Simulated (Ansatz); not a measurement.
**CH₆OSi + H₂: a complex and its separated parts**

Aim: how far the complex at one end of a reaction step lies below its separated, relaxed parts, level by level.

Computed with Ansatz 0.2.0, Gaussian basis. Level: PBE0-D4/def2-TZVP structures, single points in def2-TZVPP, no counterpoise correction.

Levels: SPW92, PBE-D4, BLYP-D4, r2SCAN-D4, B97M-V, PBE0-D4, B3LYP-D4, r2SCAN0-D4, BHLYP-D4, CAM-B3LYP-D4, wB97X-V, wB97M-V, B2PLYP, PBE-QIDH, RPA on PBE, Hartree-Fock, MP2, CCSD, CCSD(T).

Correlated methods freeze the cores. B3LYP uses VWN-RPA correlation. B2PLYP carries no dispersion term here.

94 further runs of the same task are left out: 94 set aside as unsound or not needed.

### Step 1. The starting structure

The complex: 11 atoms, charge 0, spin multiplicity 1.

Atoms are counted from 1 here; the program's logs count them from 0.

Bond lengths: Si1–O2 1.653 Å, Si1–H3 1.492 Å, Si1–H4 1.492 Å, Si1–C5 1.854 Å, O2–H8 0.958 Å, C5–H9 1.092 Å, C5–H10 1.093 Å, C5–H11 1.092 Å, H6–H7 0.748 Å. Angles: O2–Si1–H3 110.4°, O2–Si1–H4 110.4°, O2–Si1–C5 106.8°, H3–Si1–H4 107.3°, H3–Si1–C5 111.0°, H4–Si1–C5 111.0°, Si1–O2–H8 117.8°, Si1–C5–H9 110.8°, Si1–C5–H10 110.4°, Si1–C5–H11 110.8°, H9–C5–H10 108.3°, H9–C5–H11 108.3°, H10–C5–H11 108.3°.

As a file:

```mol
CH8OSi
  3D, bonds by distance, orders not assigned

 11  9  0  0  0  0  0  0  0  0999 V2000
   -0.8934    0.4750    0.5798 Si  0  0
   -0.8082   -1.1660    0.3963 O   0  0
   -2.1639    0.9989   -0.0006 H   0  0
   -0.8836    0.8385    2.0266 H   0  0
    0.5788    1.1880   -0.2939 C   0  0
    1.2052   -2.2075   -0.8545 H   0  0
    1.8115   -2.4440   -1.2230 H   0  0
   -1.4991   -1.6961    0.7944 H   0  0
    0.5639    0.9265   -1.3543 H   0  0
    0.5816    2.2778   -0.2099 H   0  0
    1.5072    0.8088    0.1389 H   0  0
  1  2  8  0
  1  3  8  0
  1  4  8  0
  1  5  8  0
  2  8  8  0
  5  9  8  0
  5 10  8  0
  5 11  8  0
  6  7  8  0
M  END
```

Its parts: CH₆OSi holds atoms 1, 2, 3, 4, 5, 8, 9, 10, 11; H₂ holds atoms 6, 7. Each part counts its atoms afresh in its own runs.

### Step 2. Relaxing CH₆OSi alone

relax-a/in.yaml

```yaml
crystal:
  periodic: [false, false, false]
  atoms:
    - {symbol: Si, position_ang: [-0.893377, 0.475046, 0.579775]}
    - {symbol: O, position_ang: [-0.808247, -1.166024, 0.396323]}
    - {symbol: H, position_ang: [-2.163901, 0.998864, -0.000603]}
    - {symbol: H, position_ang: [-0.883601, 0.838518, 2.026583]}
    - {symbol: C, position_ang: [0.578819, 1.188020, -0.293891]}
    - {symbol: H, position_ang: [-1.499135, -1.696134, 0.794443]}
    - {symbol: H, position_ang: [0.563889, 0.926494, -1.354306]}
    - {symbol: H, position_ang: [0.581609, 2.277849, -0.209868]}
    - {symbol: H, position_ang: [1.507222, 0.808823, 0.138943]}
basis:
  gaussian: {orbitals: def2-TZVP}
hamiltonian: {xc: pbe0, dispersion: d4}
relax: {f_tol: 0.005, max_steps: 200}
```

On the command line:

```sh
> ansatz run in.yaml --threads 4 --pin off --events-out ev --progress --plain --max-ram 9574MiB
```

Standard output (excerpt; [...] marks lines left out):

```text
Functional definition: PBE0
  name "PBE0"
  cite "Adamo & Barone, J. Chem. Phys. 110, 6158 (1999) doi:10.1063/1.478522"
  cite "Perdew, Burke & Ernzerhof, Phys. Rev. Lett. 77, 3865 (1996) doi:10.1103/PhysRevLett.77.3865"
  parent pbe
[...]
863 factors; their error is unknown
[...]
mean field -11055.57717458 eV, -406.2849674266 hartree, gradient 1.3e-5 eV, S^2 0.000000; 0 other end points of the search recorded, 0 dependent functions left out
[...]
reference -11055.57720282 eV, -406.2849684641 hartree; 17, 17 occupied and 118, 118 virtual orbitals, 863 factors
[...]
Atom 1 at    -0.807787    -1.166358     0.396304 Å, force    -0.000151    -0.002670     0.000172 eV/Å
Atom 2 at    -2.163037     0.999840    -0.000290 Å, force    -0.000452     0.000210    -0.000103 eV/Å
Atom 3 at    -0.883234     0.839731     2.025890 Å, force     0.000053     0.000322     0.000402 eV/Å
Atom 4 at     0.578513     1.187885    -0.293741 Å, force     0.000972     0.001084    -0.000693 eV/Å
Atom 5 at    -1.499208    -1.695901     0.793982 Å, force    -0.000494    -0.000458    -0.000051 eV/Å
Atom 6 at     0.563262     0.926530    -1.354160 Å, force     0.000149     0.000009     0.000037 eV/Å
Atom 7 at     0.581270     2.277680    -0.209823 Å, force    -0.000124     0.000154     0.000127 eV/Å
Atom 8 at     1.506820     0.809063     0.139563 Å, force     0.000076     0.000018    -0.000089 eV/Å
Dipole moment:    -0.100491     0.004114     0.064685 e Å
```

Run time: 6.5 s. Hardware: 4 threads of Intel Xeon Platinum 8259CL at 2.50GHz, shared host.

The steps of the relaxation:

```csv
step,energy from step 1 (eV),largest force component (eV/Å)
1,0.0000,0.0760
2,-0.0001,0.0339
3,-0.0001,0.0027
```

Distances of close pairs at the start and the end, largest changes first:

| bond | before (Å) | after (Å) | change (Å) |
| --- | --- | --- | --- |
| Si1–O2 | 1.653 | 1.652 | -0.002 |
| Si1–C5 | 1.854 | 1.855 | +0.000 |
| Si1–H4 | 1.492 | 1.492 | +0.000 |
| Si1–H3 | 1.492 | 1.492 | +0.000 |
| O2–H6 | 0.958 | 0.957 | -0.000 |
| C5–H8 | 1.093 | 1.093 | -0.000 |
| C5–H7 | 1.092 | 1.092 | -0.000 |
| C5–H9 | 1.092 | 1.092 | -0.000 |

### Step 3. Relaxing H₂ alone

relax-b/in.yaml

```yaml
crystal:
  periodic: [false, false, false]
  atoms:
    - {symbol: H, position_ang: [1.205238, -2.207452, -0.854487]}
    - {symbol: H, position_ang: [1.811485, -2.444003, -1.223013]}
basis:
  gaussian: {orbitals: def2-TZVP}
hamiltonian: {xc: pbe0, dispersion: d4}
relax: {f_tol: 0.005, max_steps: 200}
```

On the command line:

```sh
> ansatz run in.yaml --threads 4 --pin off --events-out ev --progress --plain --max-ram 9574MiB
```

Standard output (excerpt; [...] marks lines left out):

```text
[... 5 set-up lines as earlier in the session ...]
[...]
88 factors; their error is unknown
[...]
mean field -31.78859713 eV, -1.1682093974 hartree, gradient 1.7e-5 eV, S^2 0.000000; 0 other end points of the search recorded, 0 dependent functions left out
[...]
reference -31.78866858 eV, -1.1682120232 hartree; 1, 1 occupied and 11, 11 virtual orbitals, 88 factors
Total energy: -31.79027513 eV, -1.1682710629 hartree
Atom 0 at     1.205931    -2.207722    -0.854908 Å, force     0.001169    -0.000456    -0.000711 eV/Å
Atom 1 at     1.810792    -2.443733    -1.222592 Å, force    -0.001169     0.000456     0.000711 eV/Å
Dipole moment:    -0.000000     0.000000     0.000000 e Å
```

It took 0.2 s on 4 threads of Intel Xeon Platinum 8259CL at 2.50GHz, shared host.

Along the way:

```
step  energy from step 1 (eV)  largest force component (eV/Å)
   1                   0.0000                          0.0509
   2                  -0.0001                          0.0012
```

The bond:

```
 bond  before (Å)  after (Å)  change (Å)
H1–H2       0.748      0.746      -0.002
```

### Step 4. SPW92/def2-TZVPP

parta/in.yaml

```yaml
crystal:
  periodic: [false, false, false]
  atoms:
    - {symbol: Si, position_ang: [-0.893322, 0.472987, 0.579674]}
    - {symbol: O, position_ang: [-0.807787, -1.166358, 0.396304]}
    - {symbol: H, position_ang: [-2.163037, 0.999840, -0.000290]}
    - {symbol: H, position_ang: [-0.883234, 0.839731, 2.025890]}
    - {symbol: C, position_ang: [0.578513, 1.187885, -0.293741]}
    - {symbol: H, position_ang: [-1.499208, -1.695901, 0.793982]}
    - {symbol: H, position_ang: [0.563262, 0.926530, -1.354160]}
    - {symbol: H, position_ang: [0.581270, 2.277680, -0.209823]}
    - {symbol: H, position_ang: [1.506820, 0.809063, 0.139563]}
basis:
  gaussian: {orbitals: def2-TZVPP}
hamiltonian: {xc: lda}
```

partb/in.yaml

```yaml
crystal:
  periodic: [false, false, false]
  atoms:
    - {symbol: H, position_ang: [1.205931, -2.207722, -0.854908]}
    - {symbol: H, position_ang: [1.810792, -2.443733, -1.222592]}
basis:
  gaussian: {orbitals: def2-TZVPP}
hamiltonian: {xc: lda}
```

The same command starts each run, in its folder.

On the command line:

```sh
> ansatz run in.yaml --threads 4 --pin off --events-out ev --progress --plain --max-ram 9574MiB
```

Output in parta (excerpt; [...] marks lines left out):

```text
Functional definition: SPW92
  name "SPW92"
  cite "Dirac, Proc. Camb. Phil. Soc. 26, 376 (1930) doi:10.1017/S0305004100016108"
  cite "Slater, Phys. Rev. 81, 385 (1951) doi:10.1103/PhysRev.81.385"
  cite "Perdew & Wang, Phys. Rev. B 45, 13244 (1992) doi:10.1103/PhysRevB.45.13244"
[...]
973 factors; their error is unknown
[...]
mean field -11005.10366747 eV, -404.4301002524 hartree, gradient 3.1e-5 eV, S^2 0.000000; 0 other end points of the search recorded, 0 dependent functions left out
reference -11005.10370343 eV, -404.4301015739 hartree; 17, 17 occupied and 171, 171 virtual orbitals, 973 factors
Total energy: -11005.10370343 eV, -404.4301015739 hartree
```

Output in partb (excerpt; [...] marks lines left out):

```text
[... 5 set-up lines as earlier in the session ...]
[...]
118 factors; their error is unknown
[...]
mean field -30.93529118 eV, -1.1368509823 hartree, gradient 4.4e-5 eV, S^2 0.000000; 0 other end points of the search recorded, 0 dependent functions left out
reference -30.93531186 eV, -1.1368517422 hartree; 1, 1 occupied and 27, 27 virtual orbitals, 118 factors
Total energy: -30.93531186 eV, -1.1368517422 hartree
```

Times: 0.9 s (parta), 0.1 s (partb) on 4 threads of Intel Xeon Platinum 8259CL at 2.50GHz, shared host.

### Step 5. PBE-D4/def2-TZVPP

The same edit goes into each in.yaml of step 4 (parta, partb):

```diff
-hamiltonian: {xc: lda}
+hamiltonian: {xc: pbe, dispersion: d4}
```

The same command starts each run, in its folder.

On the command line:

```sh
> ansatz run in.yaml --threads 4 --pin off --events-out ev --progress --plain --max-ram 9574MiB
```

Output in parta (excerpt; [...] marks lines left out):

```text
Functional definition: PBE
  name "PBE"
[... 2 set-up lines as earlier in the session ...]
[...]
973 factors; their error is unknown
[...]
mean field -11054.53606412 eV, -406.2467073229 hartree, gradient 3.1e-5 eV, S^2 0.000000; 0 other end points of the search recorded, 0 dependent functions left out
reference -11054.53610309 eV, -406.2467087548 hartree; 17, 17 occupied and 171, 171 virtual orbitals, 973 factors
Total energy: -11054.66780644 eV, -406.2515487639 hartree
```

Output in partb (excerpt; [...] marks lines left out):

```text
[... 4 set-up lines as earlier in the session ...]
[...]
118 factors; their error is unknown
[...]
mean field -31.73222086 eV, -1.1661376077 hartree, gradient 3.1e-5 eV, S^2 0.000000; 0 other end points of the search recorded, 0 dependent functions left out
reference -31.73224253 eV, -1.1661384043 hartree; 1, 1 occupied and 27, 27 virtual orbitals, 118 factors
Total energy: -31.73426176 eV, -1.1662126093 hartree
```

They took 1.2 s (parta), 0.1 s (partb) on 4 threads of Intel Xeon Platinum 8259CL at 2.50GHz, shared host.

### Step 6. BLYP-D4/def2-TZVPP

The same edit goes into each in.yaml of step 5 (parta, partb):

```diff
-hamiltonian: {xc: pbe, dispersion: d4}
+hamiltonian: {xc: {name: BLYP}, dispersion: d4}
```

One command serves all of them, each in its own folder.

On the command line:

```sh
> ansatz run in.yaml --threads 4 --pin off --events-out ev --progress --plain --max-ram 9574MiB
```

Log of parta (excerpt; [...] marks lines left out):

```text
Functional definition: BLYP
  name "BLYP"
  cite "Becke, Phys. Rev. A 38, 3098 (1988) doi:10.1103/PhysRevA.38.3098"
  cite "Lee, Yang & Parr, Phys. Rev. B 37, 785 (1988) doi:10.1103/PhysRevB.37.785"
[...]
973 factors; their error is unknown
[...]
mean field -11061.37587989 eV, -406.4980659159 hartree, gradient 4.2e-5 eV, S^2 0.000000; 0 other end points of the search recorded, 0 dependent functions left out
reference -11061.37621709 eV, -406.4980783081 hartree; 17, 17 occupied and 171, 171 virtual orbitals, 973 factors
Total energy: -11061.67245372 eV, -406.5089648034 hartree
```

partb printed (excerpt; [...] marks lines left out):

```text
[... 4 set-up lines as earlier in the session ...]
[...]
118 factors; their error is unknown
[...]
mean field -31.82604643 eV, -1.1695856340 hartree, gradient 8.3e-5 eV, S^2 0.000000; 0 other end points of the search recorded, 0 dependent functions left out
reference -31.82623886 eV, -1.1695927054 hartree; 1, 1 occupied and 27, 27 virtual orbitals, 118 factors
Total energy: -31.83113675 eV, -1.1697726996 hartree
```

They took 1.5 s (parta), 0.15 s (partb) on 4 threads of Intel Xeon Platinum 8259CL at 2.50GHz, shared host.

### Step 7. r2SCAN-D4/def2-TZVPP

The same edit goes into each in.yaml of step 6 (parta, partb):

```diff
-hamiltonian: {xc: {name: BLYP}, dispersion: d4}
+hamiltonian: {xc: r2scan, dispersion: d4}
```

One command serves all of them, each in its own folder.

On the command line:

```sh
> ansatz run in.yaml --threads 4 --pin off --events-out ev --progress --plain --max-ram 9574MiB
```

parta printed (excerpt; [...] marks lines left out):

```text
Functional definition: r2SCAN
  name "r2SCAN"
  cite "Furness, Kaplan, Ning, Perdew & Sun, J. Phys. Chem. Lett. 11, 8208 (2020) doi:10.1021/acs.jpclett.0c02405"
  cite "Furness, Kaplan, Ning, Perdew & Sun, J. Phys. Chem. Lett. 11, 9248 (2020) doi:10.1021/acs.jpclett.0c03077"
  parent r2scan
[...]
973 factors; their error is unknown
[...]
mean field -11060.18265587 eV, -406.4542157420 hartree, gradient 4.4e-5 eV, S^2 0.000000; 0 other end points of the search recorded, 0 dependent functions left out
reference -11060.18266732 eV, -406.4542161628 hartree; 17, 17 occupied and 171, 171 virtual orbitals, 973 factors
Total energy: -11060.21408675 eV, -406.4553708058 hartree
```

Log of partb (excerpt; [...] marks lines left out):

```text
[... 5 set-up lines as earlier in the session ...]
[...]
118 factors; their error is unknown
[...]
mean field -31.87205098 eV, -1.1712762698 hartree, gradient 4.1e-5 eV, S^2 0.000000; 0 other end points of the search recorded, 0 dependent functions left out
reference -31.87205760 eV, -1.1712765130 hartree; 1, 1 occupied and 27, 27 virtual orbitals, 118 factors
Total energy: -31.87255898 eV, -1.1712949384 hartree
```

They took 2.3 s (parta), 0.35 s (partb) on 4 threads of Intel Xeon Platinum 8259CL at 2.50GHz, shared host.

### Step 8. B97M-V/def2-TZVPP

Each input of step 7 (parta, partb) changes in the same lines:

```diff
-hamiltonian: {xc: r2scan, dispersion: d4}
+hamiltonian: {xc: {name: B97M-V}}
```

One command serves all of them, each in its own folder.

On the command line:

```sh
> ansatz run in.yaml --threads 4 --pin off --events-out ev --progress --plain --max-ram 9574MiB
```

Log of parta (excerpt; [...] marks lines left out):

```text
Functional definition: B97M-V
  name "B97M-V"
  cite "Mardirossian & Head-Gordon, J. Chem. Phys. 142, 074111 (2015) doi:10.1063/1.4907719"
  cite "Becke, J. Chem. Phys. 107, 8554 (1997) doi:10.1063/1.475007"
  cite "Vydrov & Van Voorhis, J. Chem. Phys. 133, 244103 (2010) doi:10.1063/1.3521275"
  # Of w^i u^j: cxij and so on, Table III.
[...]
  gx(w, u) = cx00 + cx01*u + cx02*u^2 + (cx10 + cx11*u)*w
[...]
  gos(w, u) = cos00 + cos01*u + cos03*u^3 + cos10*w + cos32*w^3*u^2
[...]
      + integral(e_c_pw_mod_opposite_spin*gos(b97_w_opposite, b97_u_opposite)) + vv10(b, c)
973 factors; their error is unknown
[...]
mean field -11060.03665248 eV, -406.4488502166 hartree, gradient 2.2e-5 eV, S^2 0.000000; 0 other end points of the search recorded, 0 dependent functions left out
reference -11060.03670985 eV, -406.4488523250 hartree; 17, 17 occupied and 171, 171 virtual orbitals, 973 factors
Total energy: -11060.03670985 eV, -406.4488523250 hartree
```

partb printed (excerpt; [...] marks lines left out):

```text
[... 5 set-up lines as earlier in the session ...]
  # Of w^i u^j: cxij and so on, Table III.
[...]
  gx(w, u) = cx00 + cx01*u + cx02*u^2 + (cx10 + cx11*u)*w
  gss(w, u) = css00 + css02*u^2 + css10*w + (css32*w^3 + css42*w^4)*u^2
  gos(w, u) = cos00 + cos01*u + cos03*u^3 + cos10*w + cos32*w^3*u^2
[...]
      + integral(e_c_pw_mod_opposite_spin*gos(b97_w_opposite, b97_u_opposite)) + vv10(b, c)
118 factors; their error is unknown
[...]
mean field -31.90529338 eV, -1.1724979055 hartree, gradient 8.2e-6 eV, S^2 0.000000; 0 other end points of the search recorded, 0 dependent functions left out
reference -31.90532306 eV, -1.1724989963 hartree; 1, 1 occupied and 27, 27 virtual orbitals, 118 factors
Total energy: -31.90532306 eV, -1.1724989963 hartree
```

They took 4.7 s (parta), 0.25 s (partb) on 4 threads of Intel Xeon Platinum 8259CL at 2.50GHz, shared host.

### Step 9. PBE0-D4/def2-TZVPP

Each input of step 8 (parta, partb) changes in the same lines:

```diff
-hamiltonian: {xc: {name: B97M-V}}
+hamiltonian: {xc: pbe0, dispersion: d4}
+output: {orbitals: {seedname: orbitals}}
```

The same command starts each run, in its folder.

On the command line:

```sh
> ansatz run in.yaml --threads 4 --pin off --events-out ev --progress --plain --max-ram 9574MiB
```

Output in parta (excerpt; [...] marks lines left out):

```text
[... 5 set-up lines as earlier in the session ...]
[...]
976 factors; their error is unknown
[...]
mean field -11055.66019127 eV, -406.2880182335 hartree, gradient 3.2e-5 eV, S^2 0.000000; 0 other end points of the search recorded, 0 dependent functions left out
reference -11055.66021991 eV, -406.2880192859 hartree; 17, 17 occupied and 171, 171 virtual orbitals, 976 factors
Total energy: -11055.76977510 eV, -406.2920453652 hartree
```

partb printed (excerpt; [...] marks lines left out):

```text
[... 5 set-up lines as earlier in the session ...]
[...]
118 factors; their error is unknown
[...]
mean field -31.79610774 eV, -1.1684854072 hartree, gradient 5.5e-5 eV, S^2 0.000000; 0 other end points of the search recorded, 0 dependent functions left out
reference -31.79612373 eV, -1.1684859949 hartree; 1, 1 occupied and 27, 27 virtual orbitals, 118 factors
Total energy: -31.79773028 eV, -1.1685450346 hartree
```

They took 1.9 s (parta), 0.15 s (partb) on 4 threads of Intel Xeon Platinum 8259CL at 2.50GHz, shared host.

### Step 10. B3LYP-D4/def2-TZVPP

Each input of step 9 (parta, partb) changes in the same lines:

```diff
-hamiltonian: {xc: pbe0, dispersion: d4}
-output: {orbitals: {seedname: orbitals}}
+hamiltonian: {xc: {name: B3LYP}, dispersion: d4}
```

The same command starts each run, in its folder.

On the command line:

```sh
> ansatz run in.yaml --threads 4 --pin off --events-out ev --progress --plain --max-ram 9574MiB
```

Output in parta (excerpt; [...] marks lines left out):

```text
Functional definition: B3LYP
  name "B3LYP"
  cite "Stephens, Devlin, Chabalowski & Frisch, J. Phys. Chem. 98, 11623 (1994) doi:10.1021/j100096a001"
[... 2 set-up lines as earlier in the session ...]
  cite "Vosko, Wilk & Nusair, Can. J. Phys. 58, 1200 (1980) doi:10.1139/p80-159"
[...]
976 factors; their error is unknown
[...]
mean field -11063.46533224 eV, -406.5748518737 hartree, gradient 4.0e-5 eV, S^2 0.000000; 0 other end points of the search recorded, 0 dependent functions left out
reference -11063.46558056 eV, -406.5748609994 hartree; 17, 17 occupied and 171, 171 virtual orbitals, 976 factors
Total energy: -11063.67793804 eV, -406.5826649929 hartree
```

Output in partb (excerpt; [...] marks lines left out):

```text
[... 6 set-up lines as earlier in the session ...]
[...]
118 factors; their error is unknown
[...]
mean field -32.10922846 eV, -1.1799923814 hartree, gradient 4.6e-5 eV, S^2 0.000000; 0 other end points of the search recorded, 0 dependent functions left out
reference -32.10937056 eV, -1.1799976036 hartree; 1, 1 occupied and 27, 27 virtual orbitals, 118 factors
Total energy: -32.11252164 eV, -1.1801134037 hartree
```

They took 1.6 s (parta), 0.15 s (partb) on 4 threads of Intel Xeon Platinum 8259CL at 2.50GHz, shared host.

### Step 11. r2SCAN0-D4/def2-TZVPP

Each input of step 10 (parta, partb) changes in the same lines:

```diff
-hamiltonian: {xc: {name: B3LYP}, dispersion: d4}
+hamiltonian: {xc: {name: r2SCAN0}, dispersion: d4}
```

The same command starts each run, in its folder.

On the command line:

```sh
> ansatz run in.yaml --threads 4 --pin off --events-out ev --progress --plain --max-ram 9574MiB
```

Log of parta (excerpt; [...] marks lines left out):

```text
Functional definition: r2SCAN0
  name "r2SCAN0"
  cite "Bursch, Neugebauer, Ehlert & Grimme, J. Chem. Phys. 156, 134105 (2022) doi:10.1063/5.0086040"
[... 3 set-up lines as earlier in the session ...]
[...]
976 factors; their error is unknown
[...]
mean field -11059.72721361 eV, -406.4374785477 hartree, gradient 1.4e-5 eV, S^2 0.000000; 0 other end points of the search recorded, 0 dependent functions left out
reference -11059.72722269 eV, -406.4374788814 hartree; 17, 17 occupied and 171, 171 virtual orbitals, 976 factors
Total energy: -11059.76370014 eV, -406.4388194031 hartree
```

Log of partb (excerpt; [...] marks lines left out):

```text
[... 6 set-up lines as earlier in the session ...]
[...]
118 factors; their error is unknown
[...]
mean field -31.85187034 eV, -1.1705346450 hartree, gradient 1.4e-5 eV, S^2 0.000000; 0 other end points of the search recorded, 0 dependent functions left out
reference -31.85187546 eV, -1.1705348333 hartree; 1, 1 occupied and 27, 27 virtual orbitals, 118 factors
Total energy: -31.85241684 eV, -1.1705547285 hartree
```

Wall times: 2.4 s (parta), 0.55 s (partb) on 4 threads of Intel Xeon Platinum 8259CL at 2.50GHz, shared host.

### Step 12. BHLYP-D4/def2-TZVPP

Each input of step 11 (parta, partb) changes in the same lines:

```diff
-hamiltonian: {xc: {name: r2SCAN0}, dispersion: d4}
+hamiltonian: {xc: {name: BHLYP}, dispersion: d4}
```

Each run has its own folder and the same command.

On the command line:

```sh
> ansatz run in.yaml --threads 4 --pin off --events-out ev --progress --plain --max-ram 9574MiB
```

Log of parta (excerpt; [...] marks lines left out):

```text
Functional definition: BHLYP
  name "BHLYP"
  cite "Becke, J. Chem. Phys. 98, 1372 (1993) doi:10.1063/1.464304"
[... 2 set-up lines as earlier in the session ...]
[...]
1062 factors; their error is unknown
[...]
mean field -11060.99180828 eV, -406.4839515449 hartree, gradient 8.2e-5 eV, S^2 0.000000; 0 other end points of the search recorded, 0 dependent functions left out
reference -11060.99197475 eV, -406.4839576623 hartree; 17, 17 occupied and 171, 171 virtual orbitals, 1062 factors
Total energy: -11061.14624244 eV, -406.4896268956 hartree
```

Log of partb (excerpt; [...] marks lines left out):

```text
[... 5 set-up lines as earlier in the session ...]
[...]
118 factors; their error is unknown
[...]
mean field -31.83805641 eV, -1.1700269925 hartree, gradient 5.6e-5 eV, S^2 0.000000; 0 other end points of the search recorded, 0 dependent functions left out
reference -31.83815197 eV, -1.1700305044 hartree; 1, 1 occupied and 27, 27 virtual orbitals, 118 factors
Total energy: -31.83989556 eV, -1.1700945801 hartree
```

They took 1.7 s (parta), 0.15 s (partb) on 4 threads of Intel Xeon Platinum 8259CL at 2.50GHz, shared host.

[end of part 1 of 2]
